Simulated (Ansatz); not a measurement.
# HfClF₃: one species, many methods

An exercise on one series of results from a longer session: the logs are not shown, and one member is left open.

Method: functionals in def2-TZVPP, the program's frozen cores in correlated methods; program: Ansatz 0.2.0, Gaussian basis.

The runs, in order: LDA (SPW92), PBE-D4, revPBE-D4, BLYP-D4, r2SCAN-D4, B97M-V, PBE0-D4, B3LYP-D4, r2SCANh-D4, r2SCAN0-D4, HSE06-D4, BHLYP-D4, CAM-B3LYP-D4, LC-ωPBE, ωB97X-V, ωB97M-V, B2PLYP, PBE-QIDH; CCSD(T)/def2-SVP; CCSD(T)/def2-TZVPP; MP2/def2-QZVPP; extrapolation to the limit; RPA on PBE.

### The relaxed structure

All runs share one geometry, relaxed beforehand with PBE0-D4 in a triple-zeta def2 set. Hf takes the def2 core potential; no spin-orbit term is included.

5 atoms, charge 0, spin multiplicity 1.

Atoms are counted from 1 here; the program's logs count them from 0.

Bond lengths: F1–Hf2 1.891 Å, Hf2–F3 1.891 Å, Hf2–F4 1.891 Å, Hf2–Cl5 2.339 Å. Angles: F1–Hf2–F3 108.8°, F1–Hf2–F4 108.8°, F1–Hf2–Cl5 110.1°, F3–Hf2–F4 108.8°, F3–Hf2–Cl5 110.1°, F4–Hf2–Cl5 110.1°.

Geometry (Å):

```mol
ClF3Hf
  3D, bonds by distance, orders not assigned

  5  4  0  0  0  0  0  0  0  0999 V2000
   -0.6719   -0.5155    1.7145 F   0  0
    0.0159   -0.0913    0.0047 Hf  0  0
    1.8280   -0.6265   -0.0747 F   0  0
   -0.9614   -1.0481   -1.3014 F   0  0
   -0.1605    2.2079   -0.3846 Cl  0  0
  1  2  8  0
  2  3  8  0
  2  4  8  0
  2  5  8  0
M  END
```

The first run:

Input file in.yaml:

```yaml
crystal:
  periodic: [false, false, false]
  atoms:
    - {symbol: F, position_ang: [-0.671888, -0.515514, 1.714542]}
    - {symbol: Hf, position_ang: [0.015857, -0.091310, 0.004723]}
    - {symbol: F, position_ang: [1.827954, -0.626510, -0.074747]}
    - {symbol: F, position_ang: [-0.961433, -1.048142, -1.301352]}
    - {symbol: Cl, position_ang: [-0.160490, 2.207877, -0.384566]}
basis:
  gaussian: {orbitals: def2-TZVPP}
hamiltonian: {xc: lda}
output: {orbitals: {seedname: orbitals}}
```

Started as:

```
ansatz run in.yaml --threads 4 --pin off --events-out ev --progress --plain --max-ram 10444MiB
```

Steps of the session up to this table: LDA; PBE-D4 (GGA); revPBE-D4 (GGA); BLYP-D4 (GGA); r2SCAN-D4 (meta-GGA); B97M-V (meta-GGA); B3LYP-D4 (hybrid); r2SCANh-D4 (hybrid); r2SCAN0-D4 (hybrid); HSE06-D4 (hybrid); BHLYP-D4 (hybrid); CAM-B3LYP-D4 (range-separated); LC-ωPBE (range-separated); ωB97X-V (range-separated); ωB97M-V (range-separated); B2PLYP (double hybrid); PBE-QIDH (double hybrid).

One table of the session follows, with a row left open; its other results are not shown here.

It belongs to the step «Orbital energies across the functionals». 

| functional | HOMO (eV) | gap (eV) |
| --- | --- | --- |
| LDA (SPW92) | -8.75 | 6.47 |
| PBE-D4 | -8.55 | 6.59 |
| revPBE-D4 | -8.47 | 6.63 |
| BLYP-D4 | -8.39 | 6.53 |
| r2SCAN-D4 | -8.95 | 7.21 |
| B97M-V | -9.01 | 7.32 |
| PBE0-D4 | -10.03 | 8.95 |
| B3LYP-D4 | -9.74 | 8.41 |
| r2SCANh-D4 | -9.49 | 8.07 |
| r2SCAN0-D4 | -10.30 | 9.36 |
| HSE06-D4 | ? | ? |
| BHLYP-D4 | -11.34 | 11.03 |
| CAM-B3LYP-D4 | -11.42 | 11.25 |
| LC-ωPBE | -12.84 | 13.92 |
| ωB97X-V | -12.46 | 13.34 |
| ωB97M-V | -12.30 | 12.73 |

**Question.** Estimate the row for HSE06-D4.

As computed: HOMO (eV): -9.62; gap (eV): 8.16. In the column «HOMO (eV)» it lies between B3LYP-D4 (-9.74) and r2SCANh-D4 (-9.49).
